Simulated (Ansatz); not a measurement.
# H3HfN: the cost of one run

The runs use Ansatz 0.2.0, Gaussian basis; the settings change from run to run.

15 further runs of the same task are left out: 3 that didn't finish, 12 set aside as unsound or not needed.

### Step 1. What is computed

The geometry is a PBE0/def2-TZVP stationary point (not a proven minimum). No spin-orbit coupling is included. Elements past krypton take def2 core potentials.

5 atoms, charge 0, spin multiplicity 1.

Atoms are counted from 1 here; the program's logs count them from 0.

Bond lengths: Hf1–N2 2.281 Å, N2–H3 1.023 Å, N2–H4 1.023 Å, N2–H5 1.023 Å. Angles: Hf1–N2–H3 115.1°, Hf1–N2–H4 115.1°, Hf1–N2–H5 101.7°, H3–N2–H4 107.6°, H3–N2–H5 108.4°, H4–N2–H5 108.4°.

Coordinates:

```tsv
atom	x (Å)	y (Å)	z (Å)
Hf1	-0.0001	0.0000	0.2042
N2	-0.0078	0.0000	-2.0768
H3	-0.4292	-0.8251	-2.5097
H4	-0.4292	0.8251	-2.5097
H5	0.9933	0.0000	-2.2871
```

### Step 2. CISD/def2-TZVP

The input, in.yaml:

```yaml
crystal:
  periodic: [false, false, false]
  atoms:
    - {symbol: Hf, position_ang: [-0.000149, 0.000000, 0.204230]}
    - {symbol: N, position_ang: [-0.007812, 0.000000, -2.076762]}
    - {symbol: H, position_ang: [-0.429202, -0.825099, -2.509661]}
    - {symbol: H, position_ang: [-0.429204, 0.825098, -2.509661]}
    - {symbol: H, position_ang: [0.993290, 0.000001, -2.287081]}
basis:
  gaussian: {orbitals: def2-TZVP}
correlation: {active_space: {ras: {orbitals: [6, 0, 78], electrons: 12, max_holes: 2, max_particles: 2}, fixed_orbitals: true}}
```

Command:

```console
$ ansatz run in.yaml --threads 1 --pin off --events-out ev --progress --plain --max-ram 2393MiB
```

Q: Estimate wall time and peak memory on 1 thread of Arm Neoverse V2, shared host.

About 18 s, with a peak of 0.38 GiB.
